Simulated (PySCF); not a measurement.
# C12H10: the cost of one run

Computed with PySCF 2.14.0 and routines of our own; the level stands in each step. Atoms count from 0.

### 1 The starting structure

22 atoms, charge 0, multiplicity 1; geometry from: GFN2-xTB.

### 2 Magnetic properties: GIAO B3LYP/pcSseg-1

Job settings and geometry (Å):

```
{"job": {"kind": "mag", "xc": "B3LYP", "basis": "pcSseg-1", "isotopologues": 0}, "charge": 0, "multiplicity": 1}
C      3.490212    -0.268096    -0.394631
C      2.947816     0.815183     0.276004
C      1.578411     0.919799     0.433837
C      0.728294    -0.055749    -0.081596
C     -0.729166     0.057831     0.082664
C     -1.277683     0.461607     1.297523
C     -2.647638     0.564107     1.451714
C     -3.491436     0.270401     0.393832
C     -2.956811    -0.129447    -0.819302
C     -1.587376    -0.238191    -0.973558
C      1.284644    -1.139881    -0.756316
C      2.654631    -1.245475    -0.908551
H      4.559993    -0.350511    -0.517163
H      3.595390     1.582119     0.675944
H      1.159084     1.775808     0.942713
H     -0.624160     0.675342     2.131030
H     -3.059558     0.873051     2.401512
H     -4.561559     0.351498     0.514338
H     -3.610414    -0.356361    -1.649119
H     -1.174058    -0.536039    -1.926422
H      0.637840    -1.912828    -1.146252
H      3.073135    -2.094784    -1.429051
```

Method: GIAO B3LYP/pcSseg-1 magnetisability, rotational g tensor and spin-rotation constants, non-relativistic, gas phase.

Run with:

```bash
$ OMP_NUM_THREADS=1 python excited_run.py task.json out
```

One launch serves the whole session: the jobs run in the order shown.

**Question.** How long does this first job take on 1 thread of Intel Xeon 6975P-C, shared host, and how much memory does it need?

About 58 s, with a peak of 1.2 GiB.
